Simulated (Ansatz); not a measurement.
**C2H6ClNbO3: taking an electron away**

An exercise on one series of results from a longer session: the logs are not shown, and one member is left open.

The runs use Ansatz 0.2.0, Gaussian basis; unrestricted cation, the program's frozen cores in correlated methods.

Levels to be run: UKS PBE-D4/def2-TZVPP; UKS r2SCAN-D4/def2-TZVPP; UKS PBE0-D4/def2-TZVPP; UKS B3LYP-D4/def2-TZVPP; UKS wB97X-V/def2-TZVPP; UKS wB97M-V/def2-TZVPP; UKS B2PLYP/def2-TZVPP; UHF-MP2/def2-TZVPP; UHF-MP2/def2-QZVPP; then −ε(HOMO) from the neutral's earlier runs with LDA (SPW92), PBE-D4, revPBE-D4, BLYP-D4, r2SCAN-D4, B97M-V, PBE0-D4, B3LYP-D4, r2SCANh-D4, r2SCAN0-D4, HSE06-D4, BHLYP-D4, CAM-B3LYP-D4, LC-ωPBE, ωB97X-V, ωB97M-V.

1 further run of the same task is left out (it didn't finish).

## Structure used throughout

All runs share one geometry, relaxed beforehand with PBE0-D4 in a triple-zeta def2 set. Nb takes the def2 core potential; no spin-orbit term is included.

SMILES `C[O][Nb](=[O])([Cl])[O]C`, 13 atoms, charge 0, spin multiplicity 1.

Atoms are counted from 1 here; the program's logs count them from 0.

Bond lengths: C1–O2 1.403 Å, C1–H8 1.093 Å, C1–H9 1.094 Å, C1–H10 1.093 Å, O2–Nb3 1.870 Å, Nb3–O4 1.695 Å, Nb3–Cl5 2.320 Å, Nb3–O6 1.870 Å, O6–C7 1.403 Å, C7–H11 1.094 Å, C7–H12 1.093 Å, C7–H13 1.093 Å. Angles: O2–C1–H8 109.5°, O2–C1–H9 111.0°, O2–C1–H10 109.3°, H8–C1–H9 109.2°, H8–C1–H10 108.7°, H9–C1–H10 109.1°, C1–O2–Nb3 141.9°, O2–Nb3–O4 107.3°, O2–Nb3–Cl5 111.2°, O2–Nb3–O6 110.1°, O4–Nb3–Cl5 109.6°, O4–Nb3–O6 107.3°, Cl5–Nb3–O6 111.2°, Nb3–O6–C7 141.9°, O6–C7–H11 111.0°, O6–C7–H12 109.3°, O6–C7–H13 109.5°, H11–C7–H12 109.1° and more.

The first run:

Input file in.yaml:

```yaml
crystal:
  periodic: [false, false, false]
  atoms:
    - {symbol: C, position_ang: [0.775047, 1.635594, 2.038974]}
    - {symbol: O, position_ang: [-0.216191, 1.028480, 1.254017]}
    - {symbol: Nb, position_ang: [-0.635378, 0.604794, -0.518681]}
    - {symbol: O, position_ang: [0.660791, 1.121865, -1.480193]}
    - {symbol: Cl, position_ang: [-2.580957, 1.670982, -1.198326]}
    - {symbol: O, position_ang: [-0.773660, -1.249159, -0.722454]}
    - {symbol: C, position_ang: [-0.193492, -2.330892, -1.401125]}
    - {symbol: H, position_ang: [1.161830, 0.911683, 2.761120]}
    - {symbol: H, position_ang: [1.598940, 1.999610, 1.417634]}
    - {symbol: H, position_ang: [0.339290, 2.476968, 2.583942]}
    - {symbol: H, position_ang: [0.618890, -1.994810, -2.052694]}
    - {symbol: H, position_ang: [-0.955697, -2.827864, -2.006866]}
    - {symbol: H, position_ang: [0.200587, -3.047252, -0.675347]}
basis:
  gaussian: {orbitals: def2-TZVPP}
total_charge: 1
magnetization: {spin_polarized: true, initial_magnetization: 1}
hamiltonian: {xc: pbe, dispersion: d4}
```

Among the steps run: Cation, UKS PBE-D4/def2-TZVPP; Cation, UKS r2SCAN-D4/def2-TZVPP; Cation, UKS PBE0-D4/def2-TZVPP; Cation, UKS B3LYP-D4/def2-TZVPP; Cation, UKS wB97X-V/def2-TZVPP; Cation, UKS wB97M-V/def2-TZVPP; Cation, UKS B2PLYP (frozen core)/def2-TZVPP; Cation, UHF-MP2/def2-TZVPP; Cation, UHF-MP2/def2-QZVPP.

One table of the session follows, with a row left open; its other results are not shown here.

Orbital estimates, from the neutral's runs:

```
  functional  −ε(HOMO) (eV)
 LDA (SPW92)           7.31
      PBE-D4           7.15
   revPBE-D4           7.09
     BLYP-D4           7.06
   r2SCAN-D4           7.49
      B97M-V           7.60
     PBE0-D4           8.67
    B3LYP-D4           8.43
  r2SCANh-D4           8.06
  r2SCAN0-D4              ?
    HSE06-D4           8.26
    BHLYP-D4          10.11
CAM-B3LYP-D4          10.08
     LC-ωPBE          11.42
     ωB97X-V          11.08
     ωB97M-V          10.98
```

Estimate the missing values for r2SCAN0-D4.

Worked estimate for «−ε(HOMO) (eV)». Against the share of exact exchange, r2SCAN-D4 (0, 7.49), r2SCANh-D4 (0.1, 8.06) give a slope of 5.70 per unit share; at 0.25 the line stands at 8.91.

**Answer.** −ε(HOMO) (eV): 8.91. In «−ε(HOMO) (eV)» the line misses by 0.00.
